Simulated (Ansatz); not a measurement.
# C2H5FSeSi: one species, many methods

One table from this session's results is given with a row withheld; the runs are named, their logs left out.

Computed with Ansatz 0.2.0, Gaussian basis. Level: functionals in def2-TZVPP, the program's frozen cores in correlated methods.

The runs, in order: PBE-D4, r2SCAN-D4, PBE0-D4, B3LYP-D4, ωB97X-V, ωB97M-V, B2PLYP; CCSD(T)/def2-TZVPP; MP2/def2-QZVPP; extrapolation to the limit.

### Structure used throughout

The geometry comes from an earlier relaxation with PBE0-D4 in a triple-zeta def2 set; it is a stationary point, not always the lowest conformer.

SMILES `CC1(F)[SiH2][Se]1`, 10 atoms, charge 0, spin multiplicity 1.

Atoms are counted from 1 here; the program's logs count them from 0.

Bond lengths: C1–C2 1.496 Å, C1–H6 1.093 Å, C1–H7 1.094 Å, C1–H8 1.090 Å, C2–F3 1.370 Å, C2–Si4 1.861 Å, C2–Se5 2.034 Å, Si4–Se5 2.229 Å, Si4–H9 1.482 Å, Si4–H10 1.479 Å. Angles: C2–C1–H6 110.8°, C2–C1–H7 109.3°, C2–C1–H8 110.7°, H6–C1–H7 108.5°, H6–C1–H8 108.7°, H7–C1–H8 108.9°, C1–C2–F3 110.3°, C1–C2–Si4 126.1°, C1–C2–Se5 115.2°, F3–C2–Si4 116.7°, F3–C2–Se5 111.9°, Si4–C2–Se5 69.7°, C2–Si4–Se5 58.8°, C2–Si4–H9 119.0°, C2–Si4–H10 117.7°, Se5–Si4–H9 118.8°, Se5–Si4–H10 119.0°, H9–Si4–H10 113.3° and more.

Set-up of the first run:

Input file in.yaml:

```yaml
crystal:
  periodic: [false, false, false]
  atoms:
    - {symbol: C, position_ang: [1.004702, 0.410152, 0.893043]}
    - {symbol: C, position_ang: [0.345633, 0.046979, -0.399632]}
    - {symbol: F, position_ang: [1.280325, -0.374826, -1.307546]}
    - {symbol: Si, position_ang: [-1.379563, -0.621226, -0.602022]}
    - {symbol: Se, position_ang: [-0.877642, 1.472825, -1.178354]}
    - {symbol: H, position_ang: [1.729243, 1.214819, 0.745868]}
    - {symbol: H, position_ang: [1.531947, -0.463287, 1.287929]}
    - {symbol: H, position_ang: [0.265409, 0.735610, 1.624509]}
    - {symbol: H, position_ang: [-2.207333, -0.850521, 0.605500]}
    - {symbol: H, position_ang: [-1.609518, -1.621724, -1.666495]}
basis:
  gaussian: {orbitals: def2-TZVPP}
hamiltonian: {xc: pbe, dispersion: d4}
output: {forces: true, orbitals: {seedname: orbitals}}
```

The run is started by

```sh
$ ansatz run in.yaml --threads 4 --pin off --events-out ev --progress --plain --max-ram 10444MiB
```

Steps of the session up to this table: PBE-D4 (GGA); r2SCAN-D4 (meta-GGA); PBE0-D4 (hybrid); B3LYP-D4 (hybrid); ωB97X-V (range-separated); ωB97M-V (range-separated); B2PLYP (double hybrid); CCSD(T) in def2-TZVPP; MP2 in def2-QZVPP.

One of the session's tables, all rows but one given; the rest of the session is left out.

```
            method  atomisation energy (kcal/mol)
            PBE-D4                          865.7
         r2SCAN-D4                          850.2
           PBE0-D4                          848.1
          B3LYP-D4                              ?
           ωB97X-V                          847.6
           ωB97M-V                          844.1
            B2PLYP                          832.1
     HF/def2-TZVPP                          598.7
    MP2/def2-TZVPP                          837.3
   CCSD/def2-TZVPP                          805.0
CCSD(T)/def2-TZVPP                          820.7
           MP2/CBS                          862.2
       CCSD(T)/CBS                          845.6
```

Q: Estimate the row for B3LYP-D4 from the others.

**Answer.** atomisation energy (kcal/mol): 841.2. In the column «atomisation energy (kcal/mol)» it lies between MP2/def2-TZVPP (837.3) and ωB97M-V (844.1).

Limits of these values: Free atoms (2 C, 1 F, 1 Si, 1 Se, 5 H) were run apart at each level; the atomisation energy is their sum less the molecule, without zero-point or spin-orbit terms.
